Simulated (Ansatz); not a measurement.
# NiSb2: the cost of one run

Computed with Ansatz 0.2.0 (DFT PBEsol, scalar-relativistic, plane waves, PAW, unless a step's input says otherwise).

## 1. The system as given

The structure is orthorhombic, space group Pnnm (No. 58). Conventional cell: a = 5.182 Å, b = 6.317 Å, c = 3.840 Å, α = 90.00°, β = 90.00°, γ = 90.00°. Ni (site symmetry 2/m) is surrounded by 6 Sb at 2.54 to 2.57 Å. Sb (site symmetry m) has 3 Ni at 2.54 to 2.57 Å and 1 Sb at 2.88 Å as nearest neighbours.

Coordinates:

```
Ni Sb
1.0
     5.18230    0.00000    0.00000
     0.00000    6.31680    0.00000
     0.00000    0.00000    3.84030
Ni Sb
2 4
Direct
  0.00000 0.00000 0.00000
  0.50000 0.50000 0.50000
  0.21890 0.35930 0.00000
  0.78110 0.64070 0.00000
  0.71890 0.14070 0.50000
  0.28110 0.85930 0.50000
```

The structure comes from the Crystallography Open Database.

## 2. Ground state at the listed geometry

input.yaml reads:

```yaml
crystal:
  lattice:
    - [5.1823, 0.0, 0.0]
    - [0.0, 6.3168, 0.0]
    - [0.0, 0.0, 3.8403]
  atoms:
    - { symbol: Ni, position: [0.0, 0.0, 0.0], spin: 2.0 }
    - { symbol: Ni, position: [0.5, 0.5, 0.5], spin: 2.0 }
    - { symbol: Sb, position: [0.2189, 0.3593, 0.0] }
    - { symbol: Sb, position: [0.7811, 0.6407, 0.0] }
    - { symbol: Sb, position: [0.7189, 0.1407, 0.5] }
    - { symbol: Sb, position: [0.2811, 0.8593, 0.5] }
magnetization:
  spin_polarized: true
basis:
  ecutwfc: 420
  fft_grid_basis: typed
kpoints:
  mp_grid: { grid: [8, 6, 10] }
hamiltonian:
  xc: pbesol
  pseudopotentials: { kind: paw }
scf:
  occupations: { method: gaussian, width: 0.05 }
output:
  forces: true
  stress: true
  eigenvalues: true
  bader: true
  write_density: true
  volumetric_format: npy
  populations: true
  elf: true
```

Run with:

```
> ansatz run input.yaml --threads 2 --pin off --max-ram 4096MiB --backend cpu --events-out ev --progress --plain --runs-dir out
```

What time and memory should one allow on 2 threads of Arm Neoverse N1, shared host?

About 3.8 min, with a peak of 1.3 GiB.
